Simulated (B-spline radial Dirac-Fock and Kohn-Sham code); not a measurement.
**Tl⁵⁹⁺: core levels and X-ray properties**

What does theory give for Tl⁵⁹⁺? The session works out its X-ray form factor and Compton profile, the binding energy of each subshell and how cheaper methods do for the levels.

Method: a free atom or ion on a radial basis; each step names its model; computed with B-spline radial Dirac-Fock and Kohn-Sham code, version 2.

## Step 1: What is computed

The Tl⁵⁹⁺ ion, [Ar] 3d4.

* nuclear charge: 81
* electrons: 22
* mass number: 205
* nuclear rms radius: 5.4759 fm

Outer shells as boxes (Hund's rule, for the drawing alone; heavy ions are jj-coupled, and the calculation averages over the configuration):

```
[Ar] core
3d [↑ ][↑ ][↑ ][↑ ][  ]
```

## Step 2: Scattering by the electron cloud

Model: Dirac-Fock average of configuration, finite nucleus; form factor of the spherical density, Waller-Hartree incoherent function, impulse-approximation Compton profiles.

The run's settings:

```ini
task = scatter
Z = 81
charge = 59
configuration = 1s2 2s2 2p6 3s2 3p6 3d4
mass_number = 205
rms_radius = 5.4759  # fm
s = [0.0, 0.05, 0.1, 0.15, 0.2, 0.25, 0.3, 0.35, 0.4, 0.45, 0.5, 0.6, 0.7, 0.8, 0.9, 1.0, 1.1, 1.2, 1.4, 1.6, 1.8, 2.0, 2.5, 3.0, 3.5, 4.0, 5.0, 6.0]  # 1/A
pz = [0, 0.1, 0.14, 0.2, 0.28, 0.39, 0.54, 0.76, 1.1, 1.5, 2.1, 3.0, 4.1, 5.8, 8.1, 11.0, 16.0, 22.0, 32.0, 44.0, 62.0]  # a.u.
photon_energy = [1000, 8047.8, 10000, 20000, 50000, 100000, 500000, 1000000]  # eV
```

## Step 3: Hole states by ΔSCF

Model: Dirac-Fock average of configuration, Delta-SCF, finite nucleus, first-order Breit with its frequency dependence, self-energy and vacuum polarisation.

Recorded inputs:

```ini
task = binding
```

## Step 4: The levels by Dirac LDA

Model: Dirac-Kohn-Sham LDA (Slater exchange, VWN correlation), finite nucleus, spherical and without spin polarisation.

Recorded inputs:

```ini
task = binding-ladder
method = lda,vwn
relativity = dirac
```

## Step 5: non-relativistic HF, for comparison

Model: non-relativistic Hartree-Fock, average of configuration, point nucleus.

The run's settings:

```ini
task = binding-ladder
method = hf
relativity = nr
```

(Steps that only read results are left out.)

Before running it: what results should come out? Wanted: rms radius of the electron cloud; form factor halves at; Compton profile at zero; deepest level listed, K; least bound, M4,5; Kα1; Dirac LDA, K: eigenvalue / ΔSCF; non-relativistic HF, 1s: eigenvalue / ΔSCF.

**Answer**, as computed:

```
                                  quantity                 value
          rms radius of the electron cloud            0.136 bohr
                     form factor halves at               2.5 1/Å
                   Compton profile at zero         0.6605 1/a.u.
              deepest level listed, K (1s)            89752.6 eV
                    least bound, M4,5 (3d)             6173.0 eV
                                       Kα1            72986.9 eV
     ionisation energy, NIST (theoretical)            6241.00 eV
           Dirac LDA, K: eigenvalue / ΔSCF  89536.8 / 90218.8 eV
non-relativistic HF, 1s: eigenvalue / ΔSCF  81678.1 / 81644.1 eV
```

The form factor starts at the 22 electrons and halves by s = 2.5 1/Å. Incoherent scattering outweighs coherent from 500 keV on, among the energies asked. The K (1s) level lies 43.7 eV under Koopmans' value by relaxation alone; Breit gives -311.37 and QED -164.00 eV. NIST's ionisation energy differs by +67.98 eV from the least binding energy; the calculation averages open shells over their j components and terms. Dirac LDA misses the K level by -0.2 % with its eigenvalue and by +0.5 % with ΔSCF. Breit and QED terms, which only the reference holds, shift this level by tenths of a per cent, so the eigenvalue's nearness can be cancellation. Non-relativistic HF misses the 1s level by -9.0 % with its eigenvalue and by -9.0 % with ΔSCF, as relativity is missing. The Hartree-Fock and Dirac-Fock values hold no electron correlation.
